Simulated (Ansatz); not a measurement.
# CH₇FOSSi₂: a ladder of functionals and wavefunction methods

An exercise on one series of results from a longer session: the logs are not shown, and one member is left open.

Program: Ansatz 0.2.0, Gaussian basis. Level of theory: functionals in def2-TZVPP, the program's frozen cores in correlated methods. These are calculated values, not measurements.

The runs, in order: LDA (SPW92), PBE-D4, revPBE-D4, BLYP-D4, r2SCAN-D4, B97M-V, PBE0-D4, B3LYP-D4, r2SCANh-D4, r2SCAN0-D4, HSE06-D4, BHLYP-D4, CAM-B3LYP-D4, LC-ωPBE, ωB97X-V, ωB97M-V, B2PLYP, PBE-QIDH; CCSD(T)/def2-SVP; CCSD(T)/def2-TZVPP; MP2/def2-QZVPP; extrapolation to the limit; RPA on PBE.

### Structure used throughout

An earlier PBE0-D4 in a triple-zeta def2 set relaxation fixed the geometry.

SMILES `CO[SiH2]S[SiH2]F`, 13 atoms, charge 0, spin multiplicity 1.

Atoms are counted from 1 here; the program's logs count them from 0.

Bond lengths: C1–O2 1.413 Å, C1–H7 1.090 Å, C1–H8 1.095 Å, C1–H9 1.094 Å, O2–Si3 1.629 Å, Si3–S4 2.150 Å, Si3–H10 1.488 Å, Si3–H11 1.476 Å, S4–Si5 2.112 Å, Si5–F6 1.601 Å, Si5–H12 1.479 Å, Si5–H13 1.479 Å. Angles: O2–C1–H7 107.9°, O2–C1–H8 111.4°, O2–C1–H9 111.0°, H7–C1–H8 108.9°, H7–C1–H9 109.1°, H8–C1–H9 108.5°, C1–O2–Si3 124.4°, O2–Si3–S4 112.5°, O2–Si3–H10 111.2°, O2–Si3–H11 106.0°, S4–Si3–H10 106.9°, S4–Si3–H11 107.5°, H10–Si3–H11 112.7°, Si3–S4–Si5 99.1°, S4–Si5–F6 111.0°, S4–Si5–H12 106.9°, S4–Si5–H13 111.9°, F6–Si5–H12 108.1° and more.

Set-up of the first run:

File in.yaml:

```yaml
crystal:
  periodic: [false, false, false]
  atoms:
    - {symbol: C, position_ang: [-1.992004, 0.114997, 0.571150]}
    - {symbol: O, position_ang: [-1.234290, -0.942151, 1.124498]}
    - {symbol: Si, position_ang: [0.381910, -1.087335, 0.983740]}
    - {symbol: S, position_ang: [1.013522, -1.312255, -1.058922]}
    - {symbol: Si, position_ang: [1.596862, 0.680010, -1.448776]}
    - {symbol: F, position_ang: [0.333760, 1.663879, -1.415258]}
    - {symbol: H, position_ang: [-3.019843, 0.007580, 0.918653]}
    - {symbol: H, position_ang: [-1.610304, 1.090577, 0.889625]}
    - {symbol: H, position_ang: [-1.978111, 0.076606, -0.521697]}
    - {symbol: H, position_ang: [1.077756, 0.111785, 1.522917]}
    - {symbol: H, position_ang: [0.744083, -2.326761, 1.698736]}
    - {symbol: H, position_ang: [2.160685, 0.702523, -2.815661]}
    - {symbol: H, position_ang: [2.546574, 1.185844, -0.434405]}
basis:
  gaussian: {orbitals: def2-TZVPP}
hamiltonian: {xc: lda}
output: {orbitals: {seedname: orbitals}}
```

The run is started by

```console
ansatz run in.yaml --threads 2 --pin off --events-out ev --progress --plain --max-ram 20480MiB --backend cuda --devices 0, --max-vram 18GiB
```

Steps of the session up to this table: LDA; PBE-D4 (GGA); revPBE-D4 (GGA); BLYP-D4 (GGA); r2SCAN-D4 (meta-GGA); B97M-V (meta-GGA); PBE0-D4 (hybrid); B3LYP-D4 (hybrid); r2SCANh-D4 (hybrid); r2SCAN0-D4 (hybrid); HSE06-D4 (hybrid); BHLYP-D4 (hybrid); CAM-B3LYP-D4 (range-separated); LC-ωPBE (range-separated); ωB97X-V (range-separated); ωB97M-V (range-separated); B2PLYP (double hybrid); PBE-QIDH (double hybrid).

One of the session's tables, all rows but one given; the rest of the session is left out.

It belongs to the step «Frontier levels by functional». 

```
  functional  HOMO (eV)  gap (eV)
 LDA (SPW92)      -6.94      5.77
      PBE-D4      -6.80      5.91
   revPBE-D4      -6.74      5.97
     BLYP-D4      -6.61      5.90
   r2SCAN-D4      -7.10      6.58
      B97M-V      -7.24      6.55
     PBE0-D4      -8.04      8.02
    B3LYP-D4      -7.76      7.56
  r2SCANh-D4      -7.55      7.33
  r2SCAN0-D4      -8.23      8.44
    HSE06-D4      -7.63      7.24
    BHLYP-D4          ?         ?
CAM-B3LYP-D4      -9.32     10.33
     LC-ωPBE     -10.73     12.89
     ωB97X-V     -10.38     12.41
     ωB97M-V     -10.22     11.97
```

Estimate the missing values for BHLYP-D4.

Worked estimate for «HOMO (eV)». Against the share of exact exchange, BLYP-D4 (0, -6.61), B3LYP-D4 (0.2, -7.76) give a slope of -5.75 per unit share; at 0.5 the line stands at -9.48.

As computed: HOMO (eV): -9.09; gap (eV): 9.99. In «HOMO (eV)» the line misses by -0.39.
